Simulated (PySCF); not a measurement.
# F3HfO (Hf(O)(F)3-): the cost of one run

Method: PBE, Hf def2-SVP with ECP60, O def2-SVP, F def2-SVP; scalar-relativistic core potentials, no spin–orbit coupling; program: PySCF 2.14.0.

4 further runs of the same task are left out: 2 for a known fault of the program, 2 that didn't finish.

### Step 1. Starting geometry

5 atoms, charge -1, spin multiplicity 1.

Bond lengths: Hf1–O2 1.613 Å, Hf1–F3 1.858 Å, Hf1–F4 1.858 Å, Hf1–F5 1.858 Å. Angles: O2–Hf1–F3 90.0°, O2–Hf1–F4 180.0°, O2–Hf1–F5 90.0°, F3–Hf1–F4 90.0°, F3–Hf1–F5 180.0°, F4–Hf1–F5 90.0°.

Geometry (Å):

```xyz
5
charge -1, multiplicity 1
Hf    0.0000    0.0000    0.0000
O     1.6132    0.0000    0.0000
F     0.0000    1.8576    0.0000
F    -1.8576    0.0000    0.0000
F     0.0000   -1.8576    0.0000
```

Formal oxidation states: Hf +4.

### Step 2. SCF at the start, singlet

run.py (the lines that set the calculation) reads:

```python
mol = gto.M(atom='''
Hf     0.00000     0.00000     0.00000
O      1.61320     0.00000     0.00000
F      0.00000     1.85760     0.00000
F     -1.85760     0.00000     0.00000
F      0.00000    -1.85760     0.00000''',
    basis={'Hf': 'def2-SVP', 'O': 'def2-SVP', 'F': 'def2-SVP'},
    ecp={'Hf': 'def2-SVP'},
    charge=-1, spin=0)
mf = dft.RKS(mol, xc='PBE')
mf.grids.atom_grid = (50, 194)
mf = mf.density_fit()  # fitting sets: Hf def2-universal-JKFIT, O def2-universal-JKFIT, F def2-universal-JKFIT
mf.conv_tol = 1e-08; mf.max_cycle = 55
mf.kernel(dm0)  # dm0: free metal ions and neutral atoms
```

Run with:

```sh
$ OMP_NUM_THREADS=2 python run.py
```

Q: Estimate wall time and peak memory on 2 threads of Arm Neoverse V1, shared host.

About 2.6 s, with a peak of 0.37 GiB.
